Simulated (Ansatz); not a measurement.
# Ge2F3: the cost of one run

Method: DFT PBE, scalar-relativistic, plane waves, PAW, in Ansatz 0.2.0.

### Step 1. The system as given

The structure is cubic, space group Pm-3m (No. 221). The conventional cell has a = 4.190 Å, b = 4.190 Å, c = 4.190 Å, α = 90.00°, β = 90.00°, γ = 90.00°. Around Ge (site symmetry m-3m) lie 12 F at 2.96 Å. Ge (site symmetry m-3m) is surrounded by 6 F at 2.10 Å. Around F (site symmetry 4/mmm) lie 6 Ge at 2.10 to 2.96 Å.

As a file:

```
CELL_PARAMETERS angstrom
4.19041 0.00000 0.00000
0.00000 4.19041 0.00000
0.00000 0.00000 4.19041
ATOMIC_POSITIONS crystal
Ge 0.50000 0.50000 0.50000
Ge 0.00000 0.00000 0.00000
F 0.50000 0.00000 0.00000
F 0.00000 0.50000 0.00000
F 0.00000 0.00000 0.50000
```

A structure generator made this guess: species swapped into a database cell of Tl2F3 (Pm-3m, No. 221), with Ge on the Tl sites. The dimensions are guesses.

### Step 2. Probe: one point on a coarse mesh

Input file input.yaml:

```yaml
crystal:
  lattice:
    - [4.19040883, 0.0, 0.0]
    - [0.0, 4.19040883, 0.0]
    - [0.0, 0.0, 4.19040883]
  atoms:
    - { symbol: Ge, position: [0.5, 0.5, 0.5] }
    - { symbol: Ge, position: [0.0, 0.0, 0.0] }
    - { symbol: F, position: [0.5, 0.0, 0.0] }
    - { symbol: F, position: [0.0, 0.5, 0.0] }
    - { symbol: F, position: [0.0, 0.0, 0.5] }
basis:
  ecutwfc: 420
kpoints:
  mp_grid: { grid: [4, 4, 4] }
hamiltonian:
  xc: pbe
scf:
  occupations: { method: gaussian, width: 0.1 }
  lower_state_search: "off"
output:
  forces: true
  stress: true
  eigenvalues: true
```

Command:

```console
ansatz run input.yaml --threads 1 --pin off --max-ram 2560MiB --backend cpu --events-out ev --progress --plain --runs-dir out
```

What time and memory should one allow on 1 thread of Arm Neoverse V1, shared host?

About 1.6 s, with a peak of 0.3 GiB.
